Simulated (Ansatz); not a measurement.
# CHAlSSe: how energies converge with the basis set

How large a basis does CHAlSSe need? Two functionals are run in growing sets.

Computed with Ansatz 0.2.0, Gaussian basis. Level: one geometry, several basis sets.

Plan: PBE0-D4/def2-SVP; ωB97M-V/def2-SVP; PBE0-D4/def2-QZVPP; ωB97M-V/def2-QZVPP; the functionals' def2-TZVPP values are taken from earlier runs.

### Step 1. Structure used throughout

The geometry comes from an earlier relaxation with PBE0-D4 in a triple-zeta def2 set; it is a stationary point.

5 atoms, charge 0, spin multiplicity 1.

Atoms are counted from 1 here; the program's logs count them from 0.

Bond lengths: Se1–C2 1.751 Å, C2–Al3 1.896 Å, C2–S4 1.798 Å, Al3–S4 2.155 Å, Al3–H5 1.568 Å. Angles: Se1–C2–Al3 159.3°, Se1–C2–S4 129.4°, Al3–C2–S4 71.3°, C2–Al3–S4 52.2°, C2–Al3–H5 161.6°, S4–Al3–H5 146.2°, C2–S4–Al3 56.5°.

Geometry (Å):

| atom | x (Å) | y (Å) | z (Å) |
| --- | --- | --- | --- |
| Se1 | -2.56926 | -0.21647 | -0.09386 |
| C2 | -0.81987 | -0.20620 | -0.01777 |
| Al3 | 0.95159 | 0.46857 | -0.03513 |
| S4 | 0.32038 | -1.57484 | 0.22693 |
| H5 | 2.16706 | 1.45534 | -0.12157 |

### Step 2. PBE0-D4 in def2-SVP

Contents of in.yaml:

```yaml
crystal:
  periodic: [false, false, false]
  atoms:
    - {symbol: Se, position_ang: [-2.569258, -0.216472, -0.093859]}
    - {symbol: C, position_ang: [-0.819867, -0.206197, -0.017773]}
    - {symbol: Al, position_ang: [0.951593, 0.468573, -0.035132]}
    - {symbol: S, position_ang: [0.320375, -1.574844, 0.226929]}
    - {symbol: H, position_ang: [2.167057, 1.455341, -0.121565]}
basis:
  gaussian: {orbitals: def2-SVP}
hamiltonian: {xc: pbe0, dispersion: d4}
output: {orbitals: {seedname: orbitals}}
```

Launch:

```console
$ ansatz run in.yaml --threads 2 --pin off --events-out ev --progress --plain --max-ram 4352MiB
```

The runs that follow: ωB97M-V in def2-SVP; PBE0-D4 in def2-QZVPP; ωB97M-V in def2-QZVPP.

Q: Predict the results of all the runs planned. Wanted: PBE0-D4: double and triple zeta above quadruple; ωB97M-V: double and triple zeta above quadruple.

The runs gave:

| quantity | value |
| --- | --- |
| PBE0-D4: double and triple zeta above quadruple | 17.20, 1.94 eV |
| ωB97M-V: double and triple zeta above quadruple | 17.07, 1.88 eV |

In words: For PBE0-D4 the step from double to triple zeta gains 15.25 eV and the next only 1.94 eV. These are total energies; as a rule much of such shifts cancels in differences, which this series doesn't test.
